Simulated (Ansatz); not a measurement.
# CH5MoNOS2: a ladder of functionals and wavefunction methods

One table from this session's results is given with a row withheld; the runs are named, their logs left out.

Program: Ansatz 0.2.0, Gaussian basis. Level of theory: functionals in def2-TZVPP, the program's frozen cores in correlated methods. These are calculated values, not measurements.

Levels to be run: LDA (SPW92), PBE-D4, revPBE-D4, BLYP-D4, r2SCAN-D4, B97M-V, PBE0-D4, B3LYP-D4, r2SCANh-D4, r2SCAN0-D4, HSE06-D4, BHLYP-D4, CAM-B3LYP-D4, LC-ωPBE, ωB97X-V, ωB97M-V, B2PLYP, PBE-QIDH; CCSD(T)/def2-SVP; MP2/def2-TZVPP; MP2/def2-QZVPP; RPA on PBE.

### Structure used throughout

The geometry comes from an earlier relaxation with PBE0-D4 in a triple-zeta def2 set; it is a stationary point, not always the lowest conformer. Mo takes the def2 core potential; no spin-orbit term is included.

SMILES `C[O][Mo]([NH2])(=[S])=[S]`, 11 atoms, charge 0, spin multiplicity 1.

Atoms are counted from 1 here; the program's logs count them from 0.

Bond lengths: C1–O2 1.405 Å, C1–H7 1.093 Å, C1–H8 1.094 Å, C1–H9 1.094 Å, O2–Mo3 1.847 Å, Mo3–N4 1.911 Å, Mo3–S5 2.107 Å, Mo3–S6 2.106 Å, N4–H10 1.009 Å, N4–H11 1.009 Å. Angles: O2–C1–H7 108.4°, O2–C1–H8 110.4°, O2–C1–H9 110.6°, H7–C1–H8 108.9°, H7–C1–H9 109.5°, H8–C1–H9 109.1°, C1–O2–Mo3 133.3°, O2–Mo3–N4 110.5°, O2–Mo3–S5 109.3°, O2–Mo3–S6 108.5°, N4–Mo3–S5 108.7°, N4–Mo3–S6 107.7°, S5–Mo3–S6 112.2°, Mo3–N4–H10 123.6°, Mo3–N4–H11 123.5°, H10–N4–H11 112.2°.

Set-up of the first run:

The input, in.yaml:

```yaml
crystal:
  periodic: [false, false, false]
  atoms:
    - {symbol: C, position_ang: [-0.523410, -1.172795, 1.554478]}
    - {symbol: O, position_ang: [0.512298, -0.477001, 0.907772]}
    - {symbol: Mo, position_ang: [0.537789, 0.925312, -0.293731]}
    - {symbol: N, position_ang: [0.226656, 0.289593, -2.068880]}
    - {symbol: S, position_ang: [2.424323, 1.860884, -0.232585]}
    - {symbol: S, position_ang: [-1.023386, 2.250591, 0.195662]}
    - {symbol: H, position_ang: [-0.092744, -1.741314, 2.382212]}
    - {symbol: H, position_ang: [-1.006503, -1.867855, 0.860718]}
    - {symbol: H, position_ang: [-1.272750, -0.475576, 1.942114]}
    - {symbol: H, position_ang: [-0.682801, 0.275594, -2.505362]}
    - {symbol: H, position_ang: [0.965829, 0.075566, -2.721698]}
basis:
  gaussian: {orbitals: def2-TZVPP}
hamiltonian: {xc: lda}
output: {orbitals: {seedname: orbitals}}
```

The run is started by

```bash
> ansatz run in.yaml --threads 4 --pin off --events-out ev --progress --plain --max-ram 11315MiB
```

Steps of the session up to this table: LDA; PBE-D4 (GGA); revPBE-D4 (GGA); BLYP-D4 (GGA); r2SCAN-D4 (meta-GGA); B97M-V (meta-GGA); PBE0-D4 (hybrid); B3LYP-D4 (hybrid); r2SCANh-D4 (hybrid); r2SCAN0-D4 (hybrid); HSE06-D4 (hybrid); BHLYP-D4 (hybrid); CAM-B3LYP-D4 (range-separated); LC-ωPBE (range-separated); ωB97X-V (range-separated); ωB97M-V (range-separated); B2PLYP (double hybrid); PBE-QIDH (double hybrid).

One of the session's tables, all rows but one given; the rest of the session is left out.

It belongs to the step «Orbital energies across the functionals». 

```
  functional  HOMO (eV)  LUMO (eV)  gap (eV)
 LDA (SPW92)      -6.10      -3.65      2.45
      PBE-D4          ?          ?         ?
   revPBE-D4      -5.90      -3.43      2.46
     BLYP-D4      -5.77      -3.34      2.43
   r2SCAN-D4      -6.22      -3.51      2.71
      B97M-V      -6.29      -3.47      2.82
     PBE0-D4      -7.07      -2.88      4.19
    B3LYP-D4      -6.82      -3.02      3.81
  r2SCANh-D4      -6.63      -3.26      3.37
  r2SCAN0-D4      -7.24      -2.88      4.36
    HSE06-D4      -6.68      -3.25      3.43
    BHLYP-D4      -8.01      -2.08      5.94
CAM-B3LYP-D4      -8.24      -1.86      6.38
     LC-ωPBE      -9.53      -0.93      8.61
     ωB97X-V      -9.21      -0.94      8.27
     ωB97M-V      -9.06      -0.93      8.12
```

**Question.** Estimate the row for PBE-D4.

**Answer.** HOMO (eV): -5.95; LUMO (eV): -3.49; gap (eV): 2.46. In the column «HOMO (eV)» it lies between LDA (SPW92) (-6.10) and revPBE-D4 (-5.90).
